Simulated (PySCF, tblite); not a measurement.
**C₅H₁₆N₂OSi: geometry, infrared bands and NMR shifts**

Wanted: the infrared bands and NMR shifts of C₅H₁₆N₂OSi (`CC[C@@H](CO)[Si@@H](N)NC`), by calculation.

Computed with tblite 0.8.0 and PySCF 2.14.0, with density-fitted response routines of our own, on a single molecule in the gas phase. Atoms are numbered from 0 throughout.

## (1) Starting geometry

25 atoms, charge 0, multiplicity 1; geometry from: force field or distance geometry start.

Bonds of the start (Å): C0–C1 1.51, C1–C2 1.49, C2–C3 1.50, C3–O4 1.42, C2–Si5 1.88, Si5–N6 1.78, Si5–N7 1.77, N7–C8 1.44, C0–H9 1.13, C0–H10 1.11, C0–H11 1.12, C1–H12 1.14, C1–H13 1.11, C2–H14 1.11, C3–H15 1.11, C3–H16 1.09, O4–H17 1.00, Si5–H18 1.47, N6–H19 1.06, N6–H20 1.04, N7–H21 1.02, C8–H22 1.12, C8–H23 1.10, C8–H24 1.10.

## (2) Relaxing the molecule with GFN2-xTB

The job: settings as JSON, then the geometry in Å.

```
{"job": {"kind": "relax", "xc": "GFN2-xTB", "basis": "xTB"}, "charge": 0, "multiplicity": 1}
C      3.052500     0.737000     0.358200
C      1.586200     0.626100     0.704200
C      0.777400     0.100300    -0.426400
C      1.303600    -1.258400    -0.801200
O      1.219900    -2.165900     0.286800
Si    -1.027000    -0.168100     0.017200
N     -1.237800    -1.114400     1.506300
N     -1.933600     1.345500     0.176000
C     -3.269600     1.094100    -0.305300
H      3.374200     1.817100     0.372300
H      3.286800     0.392500    -0.667500
H      3.684300     0.212300     1.115700
H      1.520500    -0.057100     1.614600
H      1.263600     1.626100     1.058500
H      0.893600     0.826600    -1.263700
H      0.573500    -1.659400    -1.542300
H      2.278400    -1.262400    -1.279400
H      0.365800    -2.682100     0.179200
H     -1.610200    -0.943100    -1.087800
H     -1.943700    -0.595300     2.108300
H     -1.709400    -2.009000     1.251600
H     -1.485300     2.162700    -0.248600
H     -3.604000     0.070900     0.002500
H     -3.401900     1.142900    -1.396800
H     -3.968700     1.785300     0.195400
```

Command:

```bash
$ OMP_NUM_THREADS=1 python probes_run.py task.json out
```

The driver reads the jobs from task.json and runs them one after another.

**Question.** This job is followed by: GFN2-xTB harmonic vibrations, gas phase; GIAO PBE0/pcSseg-1 NMR shielding, non-relativistic, gas phase. What will the session give for the following? strongest single infrared mode (GFN2-xTB); zero-point energy (GFN2-xTB); ¹³C shifts against TMS (PBE0/pcSseg-1); ¹H shifts against TMS (PBE0/pcSseg-1, means over atoms taken as alike); ¹⁷O shifts against H2O (PBE0/pcSseg-1); ²⁹Si shifts against TMS (PBE0/pcSseg-1); ¹⁵N shifts against NH3 (PBE0/pcSseg-1).

As calculated:

```
                                                              quantity                                                                  value
                             strongest single infrared mode (GFN2-xTB)                                                  2122 cm⁻¹, 371 km/mol
                                          zero-point energy (GFN2-xTB)                                                         133.7 kcal/mol
                                ¹³C shifts against TMS (PBE0/pcSseg-1)                                       63.9, 37.0, 30.8, 19.6, 15.0 ppm
¹H shifts against TMS (PBE0/pcSseg-1, means over atoms taken as alike)  5.47, 4.20, 3.85, 2.73, 1.81, 1.35, 0.98, 0.93, 0.26, 0.08, -0.28 ppm
                                ¹⁷O shifts against H2O (PBE0/pcSseg-1)                                                               43.4 ppm
                               ²⁹Si shifts against TMS (PBE0/pcSseg-1)                                                              -15.5 ppm
                                ¹⁵N shifts against NH3 (PBE0/pcSseg-1)                                                         23.0, 18.2 ppm
```

In words: Over 149 steps the energy fell by 1.277 eV; of the close pairs, N6–H19 changed most, 1.063 to 1.007 Å. All 69 modes are real, so the xTB geometry is a minimum. The strongest single mode, at 2122 cm⁻¹, moves mainly H18. GFN2-xTB is a fitted tight-binding method: band positions and strengths are rough. Its intensities can rank the bands wrongly. The most deshielded carbon is C3 (sp3 CH2 bonded to O), at 63.9 ppm: pulled downfield by the heteroatom.
